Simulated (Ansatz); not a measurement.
# PtICl: the cost of one run

Method: DFT PBE, scalar-relativistic, plane waves, PAW, unless a step names another level, in Ansatz 0.2.0.

18 further runs of the same task are left out: 2 that didn't finish, 16 set aside as unsound or not needed.

### 1 What the formula suggests

Pauling electronegativities: Pt 2.28, I 2.66, Cl 3.16 (spread 0.88). The formula balances with common oxidation states: Pt +2, Cl -1, I -1. Tabulated atomic sizes suggest about 29 Å³/atom. 38 candidates were drawn, by swapping species into database cells of other compounds, at random by space group and Wyckoff sites, or by hand, as the table says:

| name | made from | space group no. | Wyckoff sites | atoms (primitive cell) | V (Å³/atom) |
| --- | --- | --- | --- | --- | --- |
| c01 | database cell of SrHBr | 129 | Pt 2a; I 2c; Cl 2c | 6 | 27.2 |
| c02 | random | 156 | Pt 1b; I 1a; Cl 1b | 3 | 36.0 |
| c03 | random | 191 | Pt 2d; I 2c; Cl 2e | 6 | 33.2 |
| c04 | random | 139 | Pt 4e; I 2b, 2a; Cl 4c | 6 | 29.1 |
| c05 | database cell of NaBeSb | 194 | Pt 2a; I 2c; Cl 2d | 6 | 36.1 |
| c06 | database cell of CaGaN | 129 | Pt 2c; I 2c; Cl 2c | 6 | 27.4 |
| c07 | database cell of CaClF | 129 | Pt 2c; I 2a; Cl 2c | 6 | 24.4 |
| c08 | database cell of TePtSe | 156 | Pt 1b; I 1a; Cl 1c | 3 | 26.9 |
| c09 | database cell of BiTeI | 156 | Pt 1a; I 1b; Cl 1c | 3 | 32.7 |
| c10 | random | 99 | Pt 1a; I 1b; Cl 1a | 3 | 32.4 |
| c11 | random | 38 | Pt 4d; I 4c; Cl 2a, 2b | 6 | 34.1 |
| c12 | random | 123 | Pt 1d, 1a; I 2e; Cl 2f | 6 | 37.0 |
| c13 | database cell of HoZnSi | 187 | Pt 1b; I 1e; Cl 1d | 3 | 31.8 |
| c14 | random | 71 | Pt 2a; I 2b; Cl 2d | 3 | 30.8 |
| c15 | database cell of KCN | 8 | Pt 2a; I 2a; Cl 2a | 3 | 27.3 |
| c16 | random | 51 | Pt 2d; I 2c; Cl 2e | 6 | 32.5 |
| c17 | random | 123 | Pt 1d; I 1a; Cl 1c | 3 | 33.0 |
| c18 | random | 191 | Pt 2d; I 1a, 1b; Cl 2e | 6 | 36.2 |
| c19 | random | 183 | Pt 1a; I 1a; Cl 1a | 3 | 31.3 |
| c20 | random | 71 | Pt 2a; I 2c; Cl 2b | 3 | 34.9 |
| c21 | database cell of YCuSn | 186 | Pt 2b; I 2a; Cl 2b | 6 | 30.1 |
| c22 | database cell of TiSCl | 11 | Pt 2e; I 2e; Cl 2e | 6 | 28.0 |
| c23 | database cell of CeOF | 166 | Pt 6c; I 6c; Cl 6c | 6 | 27.0 |
| c24 | random | 123 | Pt 1d; I 1b; Cl 1a | 3 | 33.6 |
| c25 | database cell of SrAgBi | 194 | Pt 2d; I 2a; Cl 2c | 6 | 33.5 |
| c26 | database cell of NbMoW | 42 | Pt 4a; I 4a; Cl 4a | 3 | 29.0 |
| c27 | random | 8 | Pt 2a, 2a; I 2a, 2a; Cl 2a, 2a | 6 | 32.8 |
| c28 | database cell of PbClF | 129 | Pt 2c; I 2c; Cl 2a | 6 | 25.7 |
| c29 | random | 6 | Pt 1a; I 1a; Cl 1a | 3 | 36.4 |
| c30 | random | 119 | Pt 2b; I 2a; Cl 2c | 3 | 30.8 |
| c31 | random | 2 | Pt 1g; I 1h; Cl 1f | 3 | 34.9 |
| c32 | database cell of LuPPt | 187 | Pt 1b; I 1d; Cl 1e | 3 | 27.3 |
| c33 | random | 186 | Pt 2a; I 2a; Cl 2b | 6 | 33.1 |
| c34 | random | 160 | Pt 3a; I 3a; Cl 3a | 3 | 36.0 |
| c35 | database cell of TbZnSi | 187 | Pt 1b; I 1c; Cl 1f | 3 | 31.7 |
| c36 | random | 191 | Pt 2e; I 2d; Cl 2e | 6 | 34.3 |
| c37 | database cell of CoAsSe | 10 | Pt 1h, 1a; I 2m; Cl 2n | 6 | 24.4 |
| c38 | random | 139 | Pt 4c; I 4e; Cl 2a, 2b | 6 | 32.3 |

### 2 Screening run of c02

input.yaml

```yaml
crystal:
  lattice:
    - [4.32678798, 0.0, 0.0]
    - [-2.16339399, 3.7471083, 0.0]
    - [0.0, 0.0, 6.66083958]
  atoms:
    - { symbol: Pt, position: [0.33333333, 0.66666667, 0.74603246] }
    - { symbol: I, position: [0.0, 0.0, 0.10178452] }
    - { symbol: Cl, position: [0.33333333, 0.66666667, 0.36002962] }
basis:
  ecutwfc: 420
kpoints:
  mp_grid: { grid: [4, 4, 2] }
hamiltonian:
  xc: pbe
scf:
  occupations: { method: gaussian, width: 0.15 }
  lower_state_search: "off"
output:
  forces: true
  stress: true
  eigenvalues: true
relax:
  adjacent_minimum: "off"
  f_tol: 0.08
  max_steps: 16
  cell: { stress_tol: 0.8 }
```

Run with:

```bash
ansatz run input.yaml --threads 1 --pin off --max-ram 2560MiB --backend cpu --events-out ev --progress --plain --runs-dir out
```

**Question.** How long does this run take on 1 thread of Intel Xeon at 2.70GHz, shared host, and how much memory does it need?

About 38 s, with a peak of 0.4 GiB.
